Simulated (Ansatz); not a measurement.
## C2H4BBr, SMILES BC(=C)Br: a ladder of methods at one geometry, step by step

Program: the Ansatz DFT code, driven from Python.

`c2h4bbr.xyz`
```text
8

B     0.06970    1.23740    0.30220
C     0.19410   -0.12680   -0.38000
C    -0.34340   -1.22310    0.16700
Br    1.23500   -0.23930   -2.03050
H     0.48130    2.23580   -0.23990
H    -0.56870    1.41030    1.30730
H    -0.83480   -1.17760    1.12030
H    -0.14100   -2.17380   -0.30210
```

Run as a notebook:

**Cell 1**
```python
from pathlib import Path

import ansatz as az
import numpy as np

BASIS = "def2-SVP"
```

**Cell 2**
```python
molecule = az.Crystal.molecule_from_extxyz("c2h4bbr.xyz")
```

**Cell 3**
```python
setup = molecule.calculation().basis(gaussian=BASIS)

print("functional    E (Ha)        dipole (D)   HOMO (eV)  LUMO (eV)")
for name in ["pbe", "r2scan", "b3lyp", "hf"]:
    rep = setup.functional(name).forces().orbitals().run(threads=1, pin="off", runs_dir="runs").report
    lines = Path(rep["orbitals_path"]).read_text().splitlines()
    field_of = lambda key: [line.split("=")[1].strip() for line in lines if line.startswith(key)]
    orbitals = [(27.211386 * float(e), s, float(n)) for e, s, n in zip(field_of("Ene="), field_of("Spin="), field_of("Occup="))]
    homo = max(e for e, _, n in orbitals if n > 0.5)
    lumo = min(e for e, _, n in orbitals if n < 0.5)
    dipole = 4.803205 * np.linalg.norm(rep["charge_distribution"]["dipole_moment_e_ang"])
    print(f"{name:10s} {rep['free_energy_ev'] / 27.211386246:14.6f} {dipole:9.3f} {homo:11.3f} {lumo:10.3f}")
```
Output:
```text
functional    E (Ha)        dipole (D)   HOMO (eV)  LUMO (eV)
pbe          -2676.641530     1.758      -6.475     -3.407
r2scan       -2677.103910     1.914      -6.764     -3.210
b3lyp        -2677.217609     1.831      -7.345     -2.613
hf           -2674.727210     2.264     -10.119      1.286
```

Caveats:
- Total energies depend on the basis set; only differences at equal settings carry meaning.
- The geometry is a force-field or estimated start, not a minimum of this method, and the basis set is short of its limit. A lower total doesn't mark the better method: functionals have no common bound, and MP2 and coupled cluster aren't variational.
- b3lyp holds the VWN-RPA fit, as in Gaussian; the form of ORCA and Turbomole is b3lyp5.
- Levels such as HOMO and LUMO are orbital energies: with these approximate functionals they aren't the ionisation energy and electron affinity, and their gap isn't the fundamental gap.
- Timing: 11 s on 1 thread of Arm Neoverse V2, with other jobs on the host, peak memory 0.27 GiB.
